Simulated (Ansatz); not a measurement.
# Ga4SbP3: the cell at several levels of theory

Cell and atoms of Ga4SbP3 as one 8-atom ordering (Pmm2) on the zincblende lattice are relaxed in turn with PBE and r2SCAN. This is a trial cell built on a prototype, not taken from a measured structure, and it needn't be the compound's ground state.

Code: Ansatz 0.2.0. PAW datasets, plane waves, zero pressure. Values at 0 K without nuclear motion; spin polarisation is off, and the phase may be a hypothetical one.

**1. The cell**

This is the cell as the run starts from it, not yet at rest; its lengths are not the crystal's.

It is orthorhombic, Pmm2 (No. 25); conventional cell a = 3.819 Å, b = 7.639 Å, c = 5.402 Å, 19.70 Å³ an atom. Around P lie 4 Ga at 2.34 Å; around Ga lie 3 P at 2.34 Å and 1 Sb at 2.34 Å; around Ga lie 4 P at 2.34 Å; around Sb lie 4 Ga at 2.34 Å.

As a file:

```cif
data_structure
_symmetry_space_group_name_H-M 'P 1'
_symmetry_Int_Tables_number 1
_cell_length_a 3.8195
_cell_length_b 7.6390
_cell_length_c 5.4016
_cell_angle_alpha 90.000
_cell_angle_beta 90.000
_cell_angle_gamma 90.000
_cell_volume 157.60
loop_
_atom_site_label
_atom_site_type_symbol
_atom_site_fract_x
_atom_site_fract_y
_atom_site_fract_z
_atom_site_occupancy
P1 P 0.00000 0.25000 0.00000 1
Ga1 Ga 0.50000 0.25000 0.75000 1
P2 P 0.50000 0.00000 0.50000 1
Ga2 Ga 0.00000 0.00000 0.25000 1
P3 P 0.00000 0.75000 0.00000 1
Ga3 Ga 0.50000 0.75000 0.75000 1
Sb1 Sb 0.50000 0.50000 0.50000 1
Ga4 Ga 0.00000 0.50000 0.25000 1
```

**2. Relaxation with PBE**

input.yaml reads:

```yaml
crystal:
  lattice:
    - [3.8194893559, 0.0, 0.0]
    - [0.0, 7.6389787118, 0.0]
    - [0.0, 0.0, 5.4015736485]
  atoms:
    - { symbol: P, position: [0.0, 0.25, 0.0] }
    - { symbol: Ga, position: [0.5, 0.25, 0.75] }
    - { symbol: P, position: [0.5, 0.0, 0.5] }
    - { symbol: Ga, position: [0.0, 0.0, 0.25] }
    - { symbol: P, position: [0.0, 0.75, 0.0] }
    - { symbol: Ga, position: [0.5, 0.75, 0.75] }
    - { symbol: Sb, position: [0.5, 0.5, 0.5] }
    - { symbol: Ga, position: [0.0, 0.5, 0.25] }
kpoints:
  mp_grid: { grid: [6, 4, 4] }
hamiltonian:
  xc: pbe
scf:
  occupations: { method: fermi_dirac, width: 0.02 }
relax:
  f_tol: 0.005
  cell: {}
```

Run with:

```console
ansatz run input.yaml --threads 4 --pin off --max-ram 6451MiB --backend cpu --events-out ev --progress --plain --runs-dir out
```

The runs that follow: Relaxation with r2SCAN.

Q: Predict the outcome of this session. Wanted: for each run, a; b; c; volume; space group; SCF geometries.

As calculated:

| level | a (Å) | b (Å) | c (Å) | volume (Å³/atom) | space group | SCF geometries |
| --- | --- | --- | --- | --- | --- | --- |
| PBE | 4.016 | 8.039 | 5.669 | 22.878 | Pmm2 | 9 |
| r2SCAN | 3.973 | 7.954 | 5.610 | 22.160 | Pmm2 | 6 |

In words: From the start to the first minimum the volume moved by +16.1 %. r2SCAN gives the smallest cell and PBE the largest; they differ by 3.2 % in volume, a mean of 1.1 % in length.
